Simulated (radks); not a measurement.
# Fractional charge and spin in the 5s shell of tellurium

Aim: the energy as the spin-up occupation of 5s runs from 0 to 1 and the spin-down one from 0 to 1, against the two flat planes that join the four corners. Added charge counts from the emptiest corner (up 0, down 0).

The numbers are computed with radks (a radial shooting solver on a logarithmic mesh, Libxc functionals) version 1 (scalar-relativistic Kohn-Sham, PBE, spin-polarised, spherical densities, finite nucleus), except any that are marked as measured or tabulated.

## (1) The atom as given

```
element            : tellurium (Z = 52)
configuration      : [Kr] 4d10 5p(up 1.5, down 1.5) 5s(up 1, down 1)
nuclear rms radius : 4.7423 fm
```

A shell typed twice in an input gives spin up, then spin down.

## (2) 5s: up 1, down 1

The run's settings:

```text
Z 52
configuration [Kr] 4d10 5p1.5 5p1.5 5s1 5s1
relativity scalar-relativistic
functional pbe,pbe
spin polarised
nucleus finite rms 4.7423 fm
c 137.035999084
```

## (3) 5s: up 1, down 0.75

The run's settings:

```text
Z 52
configuration [Kr] 4d10 5p1.5 5p1.5 5s1 5s0.75
relativity scalar-relativistic
functional pbe,pbe
spin polarised
nucleus finite rms 4.7423 fm
c 137.035999084
```

## (4) 5s: up 1, down 0.5

The run's settings:

```text
Z 52
configuration [Kr] 4d10 5p1.5 5p1.5 5s1 5s0.5
relativity scalar-relativistic
functional pbe,pbe
spin polarised
nucleus finite rms 4.7423 fm
c 137.035999084
```

## (5) 5s: up 1, down 0.25

The run's settings:

```text
Z 52
configuration [Kr] 4d10 5p1.5 5p1.5 5s1 5s0.25
relativity scalar-relativistic
functional pbe,pbe
spin polarised
nucleus finite rms 4.7423 fm
c 137.035999084
```

## (6) 5s: up 1, down 0

The run's settings:

```text
Z 52
configuration [Kr] 4d10 5p1.5 5p1.5 5s1 5s0
relativity scalar-relativistic
functional pbe,pbe
spin polarised
nucleus finite rms 4.7423 fm
c 137.035999084
```

## (7) 5s: up 0.75, down 0.75

The run's settings:

```text
Z 52
configuration [Kr] 4d10 5p1.5 5p1.5 5s0.75 5s0.75
relativity scalar-relativistic
functional pbe,pbe
spin polarised
nucleus finite rms 4.7423 fm
c 137.035999084
```

## (8) 5s: up 0.75, down 0.5

The run's settings:

```text
Z 52
configuration [Kr] 4d10 5p1.5 5p1.5 5s0.75 5s0.5
relativity scalar-relativistic
functional pbe,pbe
spin polarised
nucleus finite rms 4.7423 fm
c 137.035999084
```

## (9) 5s: up 0.75, down 0.25

The run's settings:

```text
Z 52
configuration [Kr] 4d10 5p1.5 5p1.5 5s0.75 5s0.25
relativity scalar-relativistic
functional pbe,pbe
spin polarised
nucleus finite rms 4.7423 fm
c 137.035999084
```

## (10) 5s: up 0.75, down 0

The run's settings:

```text
Z 52
configuration [Kr] 4d10 5p1.5 5p1.5 5s0.75 5s0
relativity scalar-relativistic
functional pbe,pbe
spin polarised
nucleus finite rms 4.7423 fm
c 137.035999084
```

## (11) 5s: up 0.5, down 0.5

The run's settings:

```text
Z 52
configuration [Kr] 4d10 5p1.5 5p1.5 5s0.5 5s0.5
relativity scalar-relativistic
functional pbe,pbe
spin polarised
nucleus finite rms 4.7423 fm
c 137.035999084
```

## (12) 5s: up 0.5, down 0.25

The run's settings:

```text
Z 52
configuration [Kr] 4d10 5p1.5 5p1.5 5s0.5 5s0.25
relativity scalar-relativistic
functional pbe,pbe
spin polarised
nucleus finite rms 4.7423 fm
c 137.035999084
```

## (13) 5s: up 0.5, down 0

The run's settings:

```text
Z 52
configuration [Kr] 4d10 5p1.5 5p1.5 5s0.5 5s0
relativity scalar-relativistic
functional pbe,pbe
spin polarised
nucleus finite rms 4.7423 fm
c 137.035999084
```

## (14) 5s: up 0.25, down 0.25

The run's settings:

```text
Z 52
configuration [Kr] 4d10 5p1.5 5p1.5 5s0.25 5s0.25
relativity scalar-relativistic
functional pbe,pbe
spin polarised
nucleus finite rms 4.7423 fm
c 137.035999084
```

## (15) 5s: up 0.25, down 0

The run's settings:

```text
Z 52
configuration [Kr] 4d10 5p1.5 5p1.5 5s0.25 5s0
relativity scalar-relativistic
functional pbe,pbe
spin polarised
nucleus finite rms 4.7423 fm
c 137.035999084
```

## (16) 5s: up 0, down 0

The run's settings:

```text
Z 52
configuration [Kr] 4d10 5p1.5 5p1.5 5s0 5s0
relativity scalar-relativistic
functional pbe,pbe
spin polarised
nucleus finite rms 4.7423 fm
c 137.035999084
```

Before running it: what results should come out? Wanted: for each run, down \ up; 0; 0.25; 0.5; 0.75; 1.

The runs gave:

| down \ up | 0 | 0.25 | 0.5 | 0.75 | 1 |
| --- | --- | --- | --- | --- | --- |
| 0 | 0.000 | -0.968 | -1.287 | -0.961 | 0.000 |
| 0.25 | -0.968 | -1.225 | -0.841 | 0.176 | -0.902 |
| 0.5 | -1.287 | -0.841 | 0.235 | -0.787 | -1.196 |
| 0.75 | -0.961 | 0.176 | -0.787 | -1.140 | -0.892 |
| 1 | 0.000 | -0.902 | -1.196 | -0.892 | 0.000 |

What this shows: The table gives the energy in eV minus the planes, whose edge runs along up + down = one added electron; mirror points follow by spin symmetry. With half an added electron in each spin it lies 0.23 eV above the planes. With half an electron added in spin up alone it lies 1.29 eV below them. The planes are only a guide here: the condition holds for ground states with one frontier orbital, and this shell lies below others.
